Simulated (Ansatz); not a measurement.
# CH₃BTe: a ladder of functionals and wavefunction methods

The task here is to estimate one member of a computed series from the others.

Computed with Ansatz 0.2.0, Gaussian basis. Level: functionals in def2-TZVPP, the program's frozen cores in correlated methods.

Plan: LDA (SPW92), PBE-D4, revPBE-D4, BLYP-D4, r2SCAN-D4, B97M-V, PBE0-D4, B3LYP-D4, r2SCANh-D4, r2SCAN0-D4, HSE06-D4, BHLYP-D4, CAM-B3LYP-D4, LC-ωPBE, ωB97X-V, ωB97M-V, B2PLYP, PBE-QIDH; CCSD(T)/def2-SVP; CCSD(T)/def2-TZVPP; MP2/def2-QZVPP; extrapolation to the limit; RPA on PBE.

1 further run of the same task is left out (for a known fault of the program).

**The geometry**

All runs share one geometry, relaxed beforehand with PBE0-D4 in a triple-zeta def2 set. Te takes the def2 core potential; no spin-orbit term is included.

SMILES `B1C[Te]1`, 6 atoms, charge 0, spin multiplicity 1.

Atoms are counted from 1 here; the program's logs count them from 0.

Bond lengths: B1–C2 1.518 Å, B1–Te3 2.095 Å, B1–H4 1.183 Å, C2–Te3 2.228 Å, C2–H5 1.086 Å, C2–H6 1.086 Å. Angles: C2–B1–Te3 74.2°, C2–B1–H4 145.6°, Te3–B1–H4 140.2°, B1–C2–Te3 64.8°, B1–C2–H5 121.2°, B1–C2–H6 121.2°, Te3–C2–H5 112.7°, Te3–C2–H6 112.7°, H5–C2–H6 113.3°, B1–Te3–C2 41.0°.

As a file:

```
atom    x (Å)    y (Å)    z (Å)
  B1  -0.4771  -0.5968  -0.4768
  C2   0.1856   0.5855   0.2068
 Te3   1.0479  -1.4056   0.7105
  H4  -1.3265  -0.9415  -1.2249
  H5   0.8865   1.2231  -0.3245
  H6  -0.2742   1.0713   1.0627
```

Set-up of the first run:

Input file in.yaml:

```yaml
crystal:
  periodic: [false, false, false]
  atoms:
    - {symbol: B, position_ang: [-0.477120, -0.596765, -0.476774]}
    - {symbol: C, position_ang: [0.185566, 0.585506, 0.206764]}
    - {symbol: Te, position_ang: [1.047855, -1.405625, 0.710519]}
    - {symbol: H, position_ang: [-1.326512, -0.941475, -1.224930]}
    - {symbol: H, position_ang: [0.886465, 1.223060, -0.324486]}
    - {symbol: H, position_ang: [-0.274153, 1.071300, 1.062707]}
basis:
  gaussian: {orbitals: def2-TZVPP}
hamiltonian: {xc: lda}
output: {orbitals: {seedname: orbitals}}
```

The run is started by

```sh
$ ansatz run in.yaml --threads 2 --pin off --events-out ev --progress --plain --max-ram 4352MiB
```

Among the steps run: LDA; PBE-D4 (GGA); revPBE-D4 (GGA); BLYP-D4 (GGA); r2SCAN-D4 (meta-GGA); B97M-V (meta-GGA); PBE0-D4 (hybrid); B3LYP-D4 (hybrid); r2SCANh-D4 (hybrid); r2SCAN0-D4 (hybrid); HSE06-D4 (hybrid); BHLYP-D4 (hybrid); CAM-B3LYP-D4 (range-separated); LC-ωPBE (range-separated); ωB97X-V (range-separated); ωB97M-V (range-separated); B2PLYP (double hybrid); PBE-QIDH (double hybrid).

One table of the session follows, with a row left open; its other results are not shown here.

It belongs to the step «Orbital energies across the functionals». 

| functional | HOMO (eV) | LUMO (eV) | gap (eV) |
| --- | --- | --- | --- |
| LDA (SPW92) | -5.81 | -2.74 | 3.07 |
| PBE-D4 | -5.65 | -2.51 | 3.14 |
| revPBE-D4 | -5.60 | -2.43 | 3.17 |
| BLYP-D4 | -5.46 | -2.34 | 3.12 |
| r2SCAN-D4 | -5.82 | -2.25 | 3.57 |
| B97M-V | -5.76 | -2.21 | 3.55 |
| PBE0-D4 | -6.57 | -1.66 | 4.92 |
| B3LYP-D4 | ? | ? | ? |
| r2SCANh-D4 | -6.17 | -1.95 | 4.22 |
| r2SCAN0-D4 | -6.70 | -1.50 | 5.20 |
| HSE06-D4 | -6.19 | -2.04 | 4.15 |
| BHLYP-D4 | -7.32 | -0.66 | 6.66 |
| CAM-B3LYP-D4 | -7.71 | -0.58 | 7.13 |
| LC-ωPBE | -8.97 | 0.48 | 9.45 |
| ωB97X-V | -8.66 | 0.43 | 9.09 |
| ωB97M-V | -8.58 | 0.24 | 8.82 |

Estimate the missing values for B3LYP-D4.

Worked estimate for «HOMO (eV)». Against the share of exact exchange, BLYP-D4 (0, -5.46), BHLYP-D4 (0.5, -7.32) give a slope of -3.72 per unit share; at 0.2 the line stands at -6.20.

The run gave: HOMO (eV): -6.35; LUMO (eV): -1.82; gap (eV): 4.53. In «HOMO (eV)» the line misses by +0.15.
